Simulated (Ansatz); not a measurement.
# Cl4Sn: the cost of one run

Computed with Ansatz 0.2.0 (the levels named in each step, unless a step's input says otherwise).

## 1. Starting point

Bond lengths: Cl1–Sn2 2.316 Å, Sn2–Cl3 2.317 Å, Sn2–Cl4 2.316 Å, Sn2–Cl5 2.317 Å. Angles: Cl1–Sn2–Cl3 109.4°, Cl1–Sn2–Cl4 109.5°, Cl1–Sn2–Cl5 109.5°, Cl3–Sn2–Cl4 109.5°, Cl3–Sn2–Cl5 109.5°, Cl4–Sn2–Cl5 109.4°.

Structure file:

```xyz
5

Cl   -1.7943   -0.8578   -1.1879
Sn    0.0001   -0.0002   -0.0002
Cl   -0.3196    2.2683    0.3455
Cl    1.9519   -0.3334   -1.2022
Cl    0.1619   -1.0770    2.0446
```

## 2. A rough first relaxation, PBE-D4/def2-SVP

This run stands in another session on the same molecule. It ended at:

```xyz
5

Cl   -1.8131   -0.8683   -1.1996
Sn    0.0000    0.0000   -0.0001
Cl   -0.3213    2.2924    0.3490
Cl    1.9723   -0.3355   -1.2155
Cl    0.1620   -1.0887    2.0660
```

## 3. Relaxation, PBE0-D4/def2-TZVPP

This run stands in another session on the same molecule. It ended at:

```xyz
5

Cl   -1.7715   -0.8484   -1.1721
Sn    0.0000    0.0000    0.0000
Cl   -0.3139    2.2398    0.3410
Cl    1.9272   -0.3277   -1.1877
Cl    0.1583   -1.0638    2.0187
```

## 4. Frequencies, PBE0-D4/def2-TZVPP

input.yaml

```yaml
crystal:
  periodic: [false, false, false]
  atoms:
    - { symbol: Cl, position_ang: [-1.77153604, -0.84843716, -1.17212493] }
    - { symbol: Sn, position_ang: [8.4e-07, -3.327e-05, -4.743e-05] }
    - { symbol: Cl, position_ang: [-0.31389231, 2.23984845, 0.34098273] }
    - { symbol: Cl, position_ang: [1.92715887, -0.32773005, -1.1877214] }
    - { symbol: Cl, position_ang: [0.15826865, -1.06380799, 2.01867104] }
basis:
  gaussian: { orbitals: def2-TZVPP }
hamiltonian:
  xc: pbe0
  dispersion: d4
phonons: {}
```

On the command line:

```
ansatz run input.yaml --threads 4 --pin off --max-ram 10240MiB --backend cpu --events-out ev --progress --plain --runs-dir out
```

Q: Estimate wall time and peak memory on 4 threads of Intel Xeon at 2.70GHz, shared host.

About 61 s, with a peak of 0.83 GiB.
